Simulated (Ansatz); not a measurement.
I need a geometry optimisation of CH4B2O2, SMILES BOB1CO1. Use the Ansatz DFT code, driven from Python. Level of theory: CAM-B3LYP, 6-31G* basis, multiplicity 1.

The script reads `ch4b2o2.xyz`:
```text
9

B     1.57560   -0.30110   -0.92650
O     1.44970    0.01160    0.49620
B     0.03180    0.39820    0.74060
C    -1.37150   -0.02220    0.70950
O    -1.11470    1.27380    0.48240
H     1.82730    0.62140   -1.69110
H     1.37690   -1.34990   -1.34110
H    -1.90130   -0.16550    1.68820
H    -1.78530   -0.51260   -0.17530
```

The script, `opt_ch4b2o2.py`:
```python
"""Geometry optimisation of CH4B2O2."""

from dataclasses import dataclass
import itertools

import ansatz as az
from ase.data import atomic_numbers, covalent_radii
import numpy as np


@dataclass(frozen=True)
class Settings:
    basis: str = "6-31G*"
    functional: str = "cam_b3lyp"


cfg = Settings()

mol = az.Crystal.molecule_from_extxyz("ch4b2o2.xyz")

job = (
    mol.calculation()
    .basis(gaussian=cfg.basis)
    .functional(cfg.functional)
)
symbols = [site.symbol for site in mol.cartesian_sites]
start = np.array([site.position_ang for site in mol.cartesian_sites], dtype=float)
def progress(event):
    if event["event"] == "relax_step":
        row = event["data"]
        print(f"step {row['step']:3d}  E = {row['lagrangian_ev']:.6f} eV  largest force component {row['allowed_force_max_ev_ang']:.4f} eV/A")


summary = job.relax(force_tolerance=0.005, max_steps=100).session().plan().execute(on_event=progress).report
end = np.array(summary["positions_ang"])

print(f"E = {summary['free_energy_ev']:.6f} eV = {summary['free_energy_ev'] / 27.211386246:.7f} Ha")
print("converged:", summary["converged"], " doubts:", summary["published_state_doubts"] or "none")

# pairs closer than 1.2 times the sum of covalent radii, before or after
radius = [covalent_radii[atomic_numbers[s]] for s in symbols]
span = lambda where, i, j: np.linalg.norm(where[i] - where[j])
bonded = [(i, j) for i, j in itertools.combinations(range(len(symbols)), 2) if min(span(start, i, j), span(end, i, j)) < 1.2 * (radius[i] + radius[j])]
print("pair        before    after (A)")
for i, j in bonded:
    print(f"{symbols[i]}{i}-{symbols[j]}{j}".ljust(10), f"{span(start, i, j):8.4f} {span(end, i, j):8.4f}")
with open("ch4b2o2_opt.xyz", "w") as handle:
    handle.write(f"{len(symbols)}\nrelaxed CH4B2O2\n")
    handle.writelines(f"{s:2s} {x:11.6f} {y:11.6f} {z:11.6f}\n" for s, (x, y, z) in zip(symbols, end))
```

Output of `python opt_ch4b2o2.py`:
```text
step   1  E = -6545.099103 eV  largest force component 4.9320 eV/A
step   2  E = -6546.335926 eV  largest force component 2.9242 eV/A
step   3  E = -6546.666967 eV  largest force component 2.3987 eV/A
step   4  E = -6546.909281 eV  largest force component 0.5392 eV/A
step   5  E = -6546.992238 eV  largest force component 0.4036 eV/A
step   6  E = -6547.062985 eV  largest force component 0.5917 eV/A
step   7  E = -6547.148126 eV  largest force component 0.5547 eV/A
step   8  E = -6547.219207 eV  largest force component 0.6792 eV/A
step   9  E = -6547.317715 eV  largest force component 0.4176 eV/A
step  10  E = -6547.370385 eV  largest force component 0.2749 eV/A
step  11  E = -6547.370496 eV  largest force component 0.2583 eV/A
step  12  E = -6547.367568 eV  largest force component 0.5162 eV/A
step  13  E = -6547.378522 eV  largest force component 0.2191 eV/A
step  14  E = -6547.384136 eV  largest force component 0.1086 eV/A
step  15  E = -6547.388126 eV  largest force component 0.1522 eV/A
step  16  E = -6547.390232 eV  largest force component 0.3536 eV/A
step  17  E = -6547.393202 eV  largest force component 0.2238 eV/A
step  18  E = -6547.398303 eV  largest force component 0.1562 eV/A
step  19  E = -6547.405699 eV  largest force component 0.0796 eV/A
step  20  E = -6547.405688 eV  largest force component 0.3496 eV/A
step  21  E = -6547.407925 eV  largest force component 0.1944 eV/A
step  22  E = -6547.409442 eV  largest force component 0.1386 eV/A
step  23  E = -6547.401535 eV  largest force component 0.4949 eV/A
step  24  E = -6547.411487 eV  largest force component 0.0828 eV/A
step  25  E = -6547.412932 eV  largest force component 0.0360 eV/A
step  26  E = -6547.413087 eV  largest force component 0.0124 eV/A
step  27  E = -6547.413139 eV  largest force component 0.0193 eV/A
step  28  E = -6547.413058 eV  largest force component 0.0294 eV/A
step  29  E = -6547.413162 eV  largest force component 0.0042 eV/A
E = -6547.413259 eV = -240.6129993 Ha
converged: True  doubts: none
pair        before    after (A)
B0-O1        1.4621   1.3619
B0-H5        1.2243   1.1933
B0-H6        1.1451   1.1969
O1-B2        1.4898   1.3545
B2-C3        1.4652   1.5099
B2-O4        1.4655   1.3253
C3-O4        1.3406   1.5267
C3-H7        1.1221   1.0880
C3-H8        1.0930   1.0880
```

It writes `ch4b2o2_opt.xyz`:
```text
9
relaxed CH4B2O2
B     1.730835   -0.208551   -0.913118
O     0.927499    0.768806   -0.408846
B    -0.268979    0.568996    0.193738
C    -1.451875   -0.193732    0.740427
O    -1.214129    1.314283    0.748519
H     2.757753    0.135192   -1.414262
H     1.392183   -1.354273   -0.840946
H    -1.474097   -0.608735    1.745925
H    -2.310688   -0.468286    0.131463
```

Reading the output:
- Total energies depend on the basis set; only differences at equal settings carry meaning.
- The end point is the stationary point reached from this start; no frequency run checks that it is a minimum, and the basis set is modest.
- Timing: 91 s on 1 thread of Arm Neoverse V2, with other jobs on the host, peak memory 0.25 GiB.

(Lines on the test bed's own set-up are left out of the output.)
